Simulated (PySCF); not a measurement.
# TiH4S4 (-2): ligand-field states, part 2 of 2

PySCF 2.14.0. Atoms count from 0. Earlier steps stand in the parts before.

### Step 5. Ligand-field states: state-averaged CASSCF (bond length × 1.04) in water

What the job is given:

```
{"job": {"kind": "lf", "basis": {"metal": "x2c-TZVPall", "ligand": "x2c-SVPall"}, "nevpt": true, "solvent": "water", "reuse": true}, "charge": -2, "metal": "Ti", "open_shell": "d2"}
Ti     0.000000     0.000000     0.000000
S      1.489102     1.489102     1.489102
H      0.700058     2.566820     1.633440
S     -1.489102    -1.489102     1.489102
H     -0.700058    -2.566820     1.633440
S     -1.489102     1.489102    -1.489102
H     -2.566820     0.700058    -1.633440
S      1.489102    -1.489102    -1.489102
H      2.566820    -0.700058    -1.633440
```

With the program's defaults for keys left out, this is: state-averaged CASSCF of the metal d shell, SC-NEVPT2 on the averaged canonical orbitals, state-interaction spin-orbit coupling.

The program printed:

```text
basis functions 140, electrons 92, active (2e, 5o)
start from the orbitals of the previous structure
stage 1: DIIS on the effective Fock matrix, level shift 0.30
cycle   1  E = -2447.6934376169  dE = -2.448e+03  max|g| = 2.715e+00
cycle   2  E = -2449.2680190789  dE = -1.575e+00  max|g| = 2.564e-01
cycle   3  E = -2449.3556412067  dE = -8.762e-02  max|g| = 7.512e-02
cycle   4  E = -2449.3698078329  dE = -1.417e-02  max|g| = 3.861e-02
cycle   5  E = -2449.3731333612  dE = -3.326e-03  max|g| = 2.403e-02
cycle   6  E = -2449.3741918059  dE = -1.058e-03  max|g| = 1.603e-02
cycle   7  E = -2449.3745963793  dE = -4.046e-04  max|g| = 1.117e-02
cycle   8  E = -2449.3747708783  dE = -1.745e-04  max|g| = 7.439e-03
cycle   9  E = -2449.3748279811  dE = -5.710e-05  max|g| = 4.771e-03
cycle  10  E = -2449.3748467236  dE = -1.874e-05  max|g| = 2.985e-03
cycle  11  E = -2449.3748531685  dE = -6.445e-06  max|g| = 1.853e-03
cycle  12  E = -2449.3748556829  dE = -2.514e-06  max|g| = 1.134e-03
cycle  13  E = -2449.3748565521  dE = -8.693e-07  max|g| = 6.891e-04
cycle  14  E = -2449.3748568721  dE = -3.200e-07  max|g| = 4.145e-04
cycle  15  E = -2449.3748569949  dE = -1.228e-07  max|g| = 2.463e-04
cycle  16  E = -2449.3748570422  dE = -4.730e-08  max|g| = 1.441e-04
cycle  17  E = -2449.3748570547  dE = -1.255e-08  max|g| = 8.448e-05
cycle  18  E = -2449.3748570609  dE = -6.210e-09  max|g| = 5.423e-05
cycle  19  E = -2449.3748570637  dE = -2.784e-09  max|g| = 3.124e-05
cycle  20  E = -2449.3748570647  dE = -1.019e-09  max|g| = 2.307e-05
cycle  21  E = -2449.3748570651  dE = -3.870e-10  max|g| = 1.540e-05
cycle  22  E = -2449.3748570653  dE = -1.737e-10  max|g| = 1.068e-05
cycle  23  E = -2449.3748570654  dE = -9.641e-11  max|g| = 7.200e-06
converged average energy = -2449.3748570654

 mult deg   label        CASSCF/cm-1   NEVPT2/cm-1
   3   1   3B                  0.0           0.0
   3   2   3E               2444.5        2038.1
   3   1   3A               5486.2        5257.9
   3   1   3B               5475.8        6073.0
   3   2   3E               6494.7        6635.0
   1   1   1A              10420.7        8006.2
   1   1   1B              11032.1        8956.6
   1   2   1E              13266.8       10981.3
   3   1   3A              15018.4       12444.6
   3   2   3E              15969.9       13598.6
   1   1   1B              15700.5       14023.3
   1   1   1A              17788.0       15648.7
   1   1   1A              18350.7       16435.8
   1   2   1E              18651.8       16627.9
   1   1   1B              18880.7       16645.2
   1   1   1A              20371.0       18548.3
   1   1   1B              21041.2       18979.8
   1   2   1E              21278.0       19314.2
   1   1   1A              41728.8       33779.6

spin-orbit levels / cm-1
      0.00  x1  3B 0.99
      3.57  x2  3B 1.00
   1997.65  x1  3E 1.00
   2009.10  x1  3E 0.99
   2052.64  x2  3E 1.00
   2089.36  x1  3E 1.00
   2096.44  x1  3E 1.00
   5260.34  x1  3A 0.99
   5266.14  x2  3A 1.00
   6043.45  x1  3B 0.93 3E 0.06
   6068.76  x2  3B 0.97
   6604.92  x1  3E 1.00
   6638.15  x1  3E 0.93 3B 0.06
   6668.41  x2  3E 0.97
   6692.83  x1  3E 1.00
   6700.85  x1  3E 0.99
   8021.95  x1  1A 1.00
   8974.20  x1  1B 1.00
  10986.75  x2  1E 0.99
  12453.18  x1  3A 0.99
  12459.65  x2  3A 0.99
  13562.06  x1  3E 1.00
  13565.24  x1  3E 0.99
  13601.65  x1  3E 0.88 1B 0.12
  13617.11  x2  3E 1.00
  13662.53  x1  3E 1.00
  14095.09  x1  1B 0.88 3E 0.12
  15661.97  x1  1A 1.00
  16449.99  x1  1A 1.00
  16641.46  x2  1E 1.00
```

It took 13 s on 1 thread of Arm Neoverse N1, shared host; peak memory 0.37 GiB.

From this job:

```tsv
quantity	value
spin-orbit constant ζ	104 cm⁻¹
```

Powder susceptibility:

```tsv
T (K)	χT (cm³ K/mol)	μ(eff)
2	0.574	2.14
20	0.864	2.63
100	0.921	2.71
300	1.050	2.90
```

### Step 6. Ligand-field states: state-averaged CASSCF (bond length × 1.08) in water

What the job is given:

```
{"job": {"kind": "lf", "basis": {"metal": "x2c-TZVPall", "ligand": "x2c-SVPall"}, "nevpt": true, "solvent": "water", "reuse": true}, "charge": -2, "metal": "Ti", "open_shell": "d2"}
Ti     0.000000     0.000000     0.000000
S      1.546375     1.546375     1.546375
H      0.757331     2.624093     1.690713
S     -1.546375    -1.546375     1.546375
H     -0.757331    -2.624093     1.690713
S     -1.546375     1.546375    -1.546375
H     -2.624093     0.757331    -1.690713
S      1.546375    -1.546375    -1.546375
H      2.624093    -0.757331    -1.690713
```

With the program's defaults for keys left out, this is: state-averaged CASSCF of the metal d shell, SC-NEVPT2 on the averaged canonical orbitals, state-interaction spin-orbit coupling.

The program printed:

```text
basis functions 140, electrons 92, active (2e, 5o)
start from the orbitals of the previous structure
stage 1: DIIS on the effective Fock matrix, level shift 0.30
cycle   1  E = -2449.1237066970  dE = -2.449e+03  max|g| = 7.357e-01
cycle   2  E = -2449.3583421966  dE = -2.346e-01  max|g| = 1.038e-01
cycle   3  E = -2449.3735197833  dE = -1.518e-02  max|g| = 3.324e-02
cycle   4  E = -2449.3762190041  dE = -2.699e-03  max|g| = 2.054e-02
cycle   5  E = -2449.3769049371  dE = -6.859e-04  max|g| = 1.183e-02
cycle   6  E = -2449.3771804097  dE = -2.755e-04  max|g| = 7.666e-03
cycle   7  E = -2449.3773289072  dE = -1.485e-04  max|g| = 5.387e-03
cycle   8  E = -2449.3773669784  dE = -3.807e-05  max|g| = 3.539e-03
cycle   9  E = -2449.3773797409  dE = -1.276e-05  max|g| = 2.325e-03
cycle  10  E = -2449.3773840055  dE = -4.265e-06  max|g| = 1.456e-03
cycle  11  E = -2449.3773856407  dE = -1.635e-06  max|g| = 9.095e-04
cycle  12  E = -2449.3773863583  dE = -7.175e-07  max|g| = 5.550e-04
cycle  13  E = -2449.3773866301  dE = -2.719e-07  max|g| = 3.329e-04
cycle  14  E = -2449.3773867262  dE = -9.605e-08  max|g| = 2.004e-04
cycle  15  E = -2449.3773867579  dE = -3.174e-08  max|g| = 1.517e-04
cycle  16  E = -2449.3773867728  dE = -1.490e-08  max|g| = 1.075e-04
cycle  17  E = -2449.3773867797  dE = -6.902e-09  max|g| = 8.878e-05
cycle  18  E = -2449.3773867830  dE = -3.301e-09  max|g| = 5.820e-05
cycle  19  E = -2449.3773867848  dE = -1.762e-09  max|g| = 4.090e-05
cycle  20  E = -2449.3773867854  dE = -5.621e-10  max|g| = 3.154e-05
cycle  21  E = -2449.3773867857  dE = -3.197e-10  max|g| = 2.234e-05
cycle  22  E = -2449.3773867858  dE = -1.128e-10  max|g| = 1.816e-05
cycle  23  E = -2449.3773867859  dE = -7.276e-11  max|g| = 1.478e-05
cycle  24  E = -2449.3773867859  dE = -5.184e-11  max|g| = 1.191e-05
cycle  25  E = -2449.3773867859  dE = -3.183e-11  max|g| = 9.565e-06
converged average energy = -2449.3773867859

 mult deg   label        CASSCF/cm-1   NEVPT2/cm-1
   3   1   3B                  0.0           0.0
   3   2   3E               2190.4        1975.7
   3   1   3A               4733.6        4698.4
   3   1   3B               4473.3        4993.0
   3   2   3E               5502.0        5738.2
   1   1   1A              10829.9        8610.6
   1   1   1B              11161.9        9132.5
   1   2   1E              13158.4       11076.1
   3   1   3A              14839.7       12379.8
   1   1   1B              14904.8       13265.7
   3   2   3E              15594.3       13281.6
   1   1   1A              17756.7       15727.4
   1   1   1A              18052.5       16145.5
   1   2   1E              18449.7       16508.9
   1   1   1B              18753.2       16710.4
   1   1   1A              19835.2       18099.4
   1   1   1B              20487.8       18592.5
   1   2   1E              20592.0       18763.2
   1   1   1A              41867.8       34050.6

spin-orbit levels / cm-1
      0.00  x1  3B 0.99
      3.58  x2  3B 1.00
   1934.14  x1  3E 1.00
   1946.32  x1  3E 0.99
   1990.99  x2  3E 1.00
   2027.24  x1  3E 1.00
   2035.86  x1  3E 1.00
   4700.78  x1  3A 0.98
   4705.91  x2  3A 0.99
   4972.52  x1  3B 0.96 3E 0.04
   4993.74  x2  3B 0.98
   5704.67  x1  3E 1.00
   5732.10  x1  3E 0.96 3B 0.04
   5772.01  x2  3E 0.97
   5803.02  x1  3E 1.00
   5815.40  x1  3E 0.99
   8624.64  x1  1A 1.00
   9148.07  x1  1B 1.00
  11079.72  x2  1E 0.99
  12388.17  x1  3A 0.99
  12396.70  x2  3A 0.99
  13147.88  x1  1B 0.60 3E 0.40
  13243.20  x1  3E 1.00
  13248.80  x1  3E 0.99
  13303.42  x2  3E 0.99
  13350.46  x1  3E 1.00
  13479.43  x1  3E 0.60 1B 0.40
  15741.60  x1  1A 1.00
  16160.62  x1  1A 1.00
  16523.41  x2  1E 1.00
```

It took 14 s on 1 thread of Arm Neoverse N1, shared host; peak memory 0.37 GiB.

Key values:

```tsv
quantity	value
spin-orbit constant ζ	107 cm⁻¹
```

Powder susceptibility:

```tsv
T (K)	χT (cm³ K/mol)	μ(eff)
2	0.563	2.12
20	0.850	2.61
100	0.912	2.70
300	1.055	2.90
```

### Step 7. Ligand field across the series

From the NEVPT2 states (cm⁻¹; the spread is that of the fitted one-electron ligand-field levels):

```tsv
step	setting	ground state	next state	orbital spread	Racah B	ζ	μ(eff), 300 K
2	as given	3B	3E at 2017	6742	566	100	2.89
3	bond length × 0.92	3B	3E at 1581	10368	496	87	2.89
4	bond length × 0.96	3B	3E at 1875	8330	533	94	2.89
5	bond length × 1.04	3B	3E at 2038	5495	594	104	2.90
6	bond length × 1.08	3B	3E at 1976	4506	617	107	2.90
```

### Step 8. What came out

The summary covers parts 1 to 2.

| quantity | value |
| --- | --- |
| spin-orbit constant ζ (step 2, state-averaged CASSCF in water) | 100 cm⁻¹ |
| ground multiplicity, μ(eff) at 300 K (step 2, 4 donors at 2.48 Å) | 3, 2.89 μB |
| ground multiplicity, μ(eff) at 300 K (step 3, 4 donors at 2.28 Å) | 3, 2.89 μB |
| ground multiplicity, μ(eff) at 300 K (step 4, 4 donors at 2.38 Å) | 3, 2.89 μB |
| ground multiplicity, μ(eff) at 300 K (step 5, 4 donors at 2.58 Å) | 3, 2.90 μB |
| ground multiplicity, μ(eff) at 300 K (step 6, 4 donors at 2.68 Å) | 3, 2.90 μB |

In step 2, χT goes from 0.57 at 2 K to 1.05 cm³ K/mol at 300 K, as higher levels fill or mix in. The spread of the ligand-field levels runs from 4506 cm⁻¹ (bond length × 1.08) to 10368 cm⁻¹ (bond length × 0.92); μ(eff) at 300 K: 2.89 to 2.90 μB.
